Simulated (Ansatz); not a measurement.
# BSiN2H5 (SMILES N[SiH]1BN1) at HF/3-21G

Aim: the electronic atomisation energy of BSiN2H5 at HF/3-21G, from 5 runs. 

The calculation is run with Ansatz 0.2.0.

61 further runs of the same task are left out: 61 set aside as unsound or not needed.

## (1) The system as given

The species is BSiN2H5 (9 atoms), meant as a singlet with charge 0. As SMILES, `N[SiH]1BN1`. Geometry: relaxed at PBE0-D4/def2-TZVP. This is one conformer, not always the lowest.

Bond lengths: N1–Si2 1.702 Å, Si2–B3 1.914 Å, Si2–N4 1.755 Å, B3–N4 1.389 Å, N1–H5 1.006 Å, N1–H6 1.005 Å, Si2–H7 1.482 Å, B3–H8 1.190 Å, N4–H9 1.011 Å. Some angles: N1–Si2–B3 127.2°, N1–Si2–N4 121.8°, B3–Si2–N4 44.2°, Si2–B3–N4 61.8°, Si2–N4–B3 74.0°, N1–Si2–H7 105.5°, B3–Si2–H7 127.1°, N4–Si2–H7 113.4°, Si2–N1–H5 122.6°, Si2–N1–H6 123.2°.

## (2) A single-point energy at HF/3-21G

File input.yaml:

```yaml
crystal:
  periodic: [false, false, false]
  atoms:
    - symbol: N
      position_ang: [-0.637800, 1.588100, 0.218200]
    - symbol: Si
      position_ang: [0.258900, 0.175500, 0.530500]
    - symbol: B
      position_ang: [-0.233900, -1.625800, 0.110200]
    - symbol: N
      position_ang: [0.650500, -0.971600, -0.738400]
    - symbol: H
      position_ang: [-0.221300, 2.503300, 0.212900]
    - symbol: H
      position_ang: [-1.561800, 1.577300, -0.177300]
    - symbol: H
      position_ang: [1.441200, 0.620900, 1.305200]
    - symbol: H
      position_ang: [-0.741300, -2.702400, 0.114400]
    - symbol: H
      position_ang: [1.134000, -1.211600, -1.592900]
basis:
  gaussian: {orbitals: 3-21G.json}
hamiltonian: {xc: hf}
accuracy: high
output: {orbitals: {seedname: orbitals}}
```

The basis set 3-21G is read from a file made from the Basis Set Exchange's data (not shown).

Command:

```bash
$ ansatz run input.yaml --threads 1 --pin off --max-ram 3480MiB --events-out events.jsonl --progress --plain --runs-dir runs
```

What it wrote:

```text
Warning: RAYON_NUM_THREADS=1 ignored (pool sized by the plan → 1); use --threads N
Functional definition: HF
  name "HF"
  exchange = exact_x
  correlation = 0
1221 factors; integrals over basis functions are off by at most 3.7e-9 eV
mean field evaluation 1: about -11511.9386 eV, gradient 3.4e1 eV
mean field evaluation 2: about -11512.2520 eV, gradient 3.5e1 eV
mean field evaluation 4: about -11514.7714 eV, gradient 2.8e0 eV
mean field evaluation 8: about -11514.8076 eV, gradient 1.7e-1 eV
mean field evaluation 16: about -11514.8078 eV, gradient 6.1e-8 eV
mean field -11514.80776517 eV, -423.1613803528 hartree, gradient 6.1e-8 eV, S^2 0.000000; 0 other end points of the search recorded, 0 dependent functions left out
reference -11514.80776517 eV, -423.1613803528 hartree; 19, 19 occupied and 31, 31 virtual orbitals, 1221 factors
Total energy: -11514.80776517 eV, -423.1613803528 hartree
```

Run time: 0.62 s. Hardware: 1 thread of Arm Neoverse V1, shared host; peak memory 0.11 GiB.

## (3) The B atom

File job.yaml:

```yaml
crystal:
  periodic: [false, false, false]
  atoms:
    - {symbol: B, position_ang: [0.000000, 0.000000, 0.000000]}
basis:
  gaussian:
    orbitals: 3-21G.json
magnetization:
  spin_polarized: true
  initial_magnetization: 1
hamiltonian:
  xc: hf
accuracy: high
```

The basis set 3-21G is read from a file made from the Basis Set Exchange's data (not shown).

Run the same way, it converges to -24.38976 Eh (log not shown).

## (4) The H atom

File run.yaml:

```yaml
basis:
  gaussian: {orbitals: 3-21G.json}
crystal:
  periodic: [false, false, false]
  atoms:
    - {symbol: H, position_ang: [0.000000, 0.000000, 0.000000]}
accuracy: high
hamiltonian: {xc: hf}
magnetization: {spin_polarized: true, initial_magnetization: 1}
```

The basis set 3-21G is read from a file made from the Basis Set Exchange's data (not shown).

Run the same way, it converges to -0.49620 Eh (log not shown).

## (5) The N atom at the same level

File job.yaml:

```yaml
crystal:
  periodic: [false, false, false]
  atoms:
    - symbol: "N"
      position_ang: [0.000000, 0.000000, 0.000000]
basis:
  gaussian:
    orbitals: 3-21G.json
magnetization:
  spin_polarized: true
  initial_magnetization: 3
hamiltonian:
  xc: hf
accuracy: high
```

The basis set 3-21G is read from a file made from the Basis Set Exchange's data (not shown).

Run the same way, it converges to -54.10539 Eh (log not shown).

## (6) The Si atom

File input.yaml:

```yaml
crystal:
  periodic: [false, false, false]
  atoms:
    - {symbol: Si, position_ang: [0.000000, 0.000000, 0.000000]}
basis:
  gaussian: {orbitals: 3-21G.json}
magnetization: {spin_polarized: true, initial_magnetization: 2}
hamiltonian: {xc: hf}
accuracy: high
```

The basis set 3-21G is read from a file made from the Basis Set Exchange's data (not shown).

Run the same way, it converges to -287.34443 Eh (log not shown).

## (7) Outcome

Level: HF/3-21G.

| quantity | value |
| --- | --- |
| molecule: total energy | -423.16138 Eh |
| molecule: HOMO energy | -9.26 eV |
| molecule: LUMO energy | 4.26 eV |
| molecule: HOMO–LUMO gap | 13.51 eV |
| B atom: total energy | -24.38976 Eh |
| B atom: ⟨S²⟩ | 0.750 |
| H atom: total energy | -0.49620 Eh |
| H atom: ⟨S²⟩ | 0.750 |
| N atom: total energy | -54.10539 Eh |
| N atom: ⟨S²⟩ | 3.752 |
| Si atom: total energy | -287.34443 Eh |
| Si atom: ⟨S²⟩ | 2.000 |
| electronic atomisation energy | 20.012 eV |

What this shows: Taking the molecule apart into free atoms costs 20.01 eV (461 kcal/mol), before zero-point energy and without spin-orbit coupling. Hartree–Fock lacks the correlation of the bonding pairs, which as a rule makes this value much too low; in minimal bases other errors can mask that. The basis has no polarisation functions, which makes bonds too weak.
